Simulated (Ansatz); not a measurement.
Task: an all-electron LAPW single point of In, space group Im-3m, with Ansatz 0.2.0, Python API. Give the script and its output. Use: LDA, LAPW, the default cutoff (207 eV here), 5×5×5 k-points, Fermi-Dirac smearing of 0.01 eV.

```xyz
1
Lattice="-1.8825 1.8825 1.8825 1.8825 -1.8825 1.8825 1.8825 1.8825 -1.8825" Properties=species:S:1:pos:R:3 pbc="T T T"
In    0.0000    0.0000    0.0000
```

The script, `lapw_in.py`:
```python
from dataclasses import dataclass

import ansatz
from pymatgen.core import Lattice, Structure
from pymatgen.core import Structure
from pymatgen.io.ase import AseAtomsAdaptor
from pymatgen.symmetry.analyzer import SpacegroupAnalyzer


@dataclass(frozen=True)
class Options:
    xc: str = "lda"
    scf_tol: float = 1e-08
    filling: str = "fermi_dirac"
    smearing_width: float = 0.01
    k_spacing: float = 0.52


settings = Options()


def main() -> None:
    pmg_structure = Structure(
        Lattice([[-1.882525, 1.882525, 1.882525], [1.882525, -1.882525, 1.882525], [1.882525, 1.882525, -1.882525]]),
        ["In"],
        [
            [0.0, 0.0, 0.0],
        ],
    )
    system = ansatz.Crystal.from_ase(AseAtomsAdaptor.get_atoms(pmg_structure))

    calculation = (
        system.calculation()
        .functional(settings.xc)
        .scf(tolerance=settings.scf_tol)
        .occupations(settings.filling, width=settings.smearing_width)
        .kpoints(spacing=settings.k_spacing)
        .pseudopotentials("all_electron", lapw=True, relativity="none")
        .band_table()
    )
    def show(event):
        row = event["data"]
        if event["event"] == "scf_iter" and row.get("harris_foulkes_ev") is not None:
            print(f"  iteration {row['iter']:3d}  Harris-Foulkes {row['harris_foulkes_ev']:.5f} eV  residual {row['dr2_ev']:.2e}")


    out = calculation.session().plan().execute(on_event=show)
    rep = out.report

    print("%-22s %14.5f eV" % ("F = E - TS", rep["free_energy_ev"]))
    print("%-22s %14.5f eV" % ("E", rep["internal_energy_ev"]))
    print("%-22s %14.5f eV" % ("Harris-Foulkes", rep["harris_foulkes_ev"]))
    print("%-22s %14.5f eV" % ("Fermi level", rep["fermi_energy_ev"]))

    gap = None if "band_edges_ev" not in rep else rep["band_edges_ev"][1] - rep["band_edges_ev"][0]
    print("gap on the k mesh:", "withheld (metal, or smearing too wide to tell)" if gap is None else f"{gap:.3f} eV")
    print("lowest empty less highest filled band, by band count:", round(rep["gap_by_band_count_ev"], 3), "eV")

    final = Structure(out.lattice.cell_ang, [s.symbol for s in out.lattice.sites], [s.position_frac for s in out.lattice.sites])
    analyser = SpacegroupAnalyzer(final, symprec=0.01)
    standard = analyser.get_conventional_standard_structure()
    print(analyser.get_crystal_system(), analyser.get_space_group_symbol(), len(standard), "atoms in the conventional cell")
    print("a b c (A):", [round(x, 4) for x in standard.lattice.abc], " angles:", [round(x, 2) for x in standard.lattice.angles])
    print(f"mass density {float(final.density):.3f} g/cm^3")

    print(calculation.to_yaml())

    errors = rep["lapw_basis_errors"]
    print(f"estimated basis error {1000 * errors['total_ev_per_atom']:.3f} meV/atom, target {1000 * errors['basis_error_target_ev_per_atom']:.3f}")
    for sphere in errors["spheres"]:
        print(f"  {sphere['species']:2s} muffin-tin radius {sphere['muffin_tin_radius_ang']:.3f} A, core shells {sphere['core_shells']}")


if __name__ == "__main__":
    main()
```

Output of `python lapw_in.py`:
```text
  iteration   1  Harris-Foulkes -156122.93265 eV  residual 8.16e-03
  iteration   2  Harris-Foulkes -156122.89856 eV  residual 1.06e-03
  iteration   3  Harris-Foulkes -156122.89555 eV  residual 2.09e-04
  iteration   4  Harris-Foulkes -156122.89518 eV  residual 2.36e-06
  iteration   5  Harris-Foulkes -156122.89518 eV  residual 3.74e-08
  iteration   6  Harris-Foulkes -156122.89518 eV  residual 4.67e-11
F = E - TS              -156122.89518 eV
E                       -156122.89255 eV
Harris-Foulkes          -156122.89518 eV
Fermi level                  13.19898 eV
gap on the k mesh: withheld (metal, or smearing too wide to tell)
lowest empty less highest filled band, by band count: -13.276 eV
cubic Im-3m 2 atoms in the conventional cell
a b c (A): [3.7651, 3.7651, 3.7651]  angles: [90.0, 90.0, 90.0]
mass density 7.145 g/cm^3
crystal:
  lattice:
    - [-1.882525, 1.882525, 1.882525]
    - [1.882525, -1.882525, 1.882525]
    - [1.882525, 1.882525, -1.882525]
  atoms:
    - { symbol: In, position: [0.0, 0.0, 0.0] }
kpoints:
  mp_grid:
    kspacing: 0.52
hamiltonian:
  xc: lda
  pseudopotentials:
    kind: all_electron
    relativity: none
    lapw: {}
scf:
  convergence:
    dr2_threshold: 1.0e-08
  occupations:
    method: fermi_dirac
    width: 0.01
output:
  eigenvalues: true

estimated basis error 0.059 meV/atom, target 0.250
  In muffin-tin radius 1.630 A, core shells 6
```

What to keep in mind:
- These settings explore the input space; cutoff and mesh may be short of convergence.
- For a metal this mesh is far too coarse, so the numbers only illustrate the procedure.
- The zero of the levels is a convention of the potentials, so an absolute Fermi energy is no work function.
- A gap by band count of zero or less means overlapping bands, a metal, and at an odd count of electrons it is no gap at all.
- This isn't the structure that In takes at ambient conditions.
- Levels are Kohn-Sham eigenvalues on this mesh, without spin-orbit coupling.
- Hardware and time: 2 s on 1 thread of Intel(R) Xeon(R) Platinum 8488C (Sapphire Rapids), on a shared host, peak memory 0.37 GiB.

(Lines on the test bed's own set-up are left out of the output.)
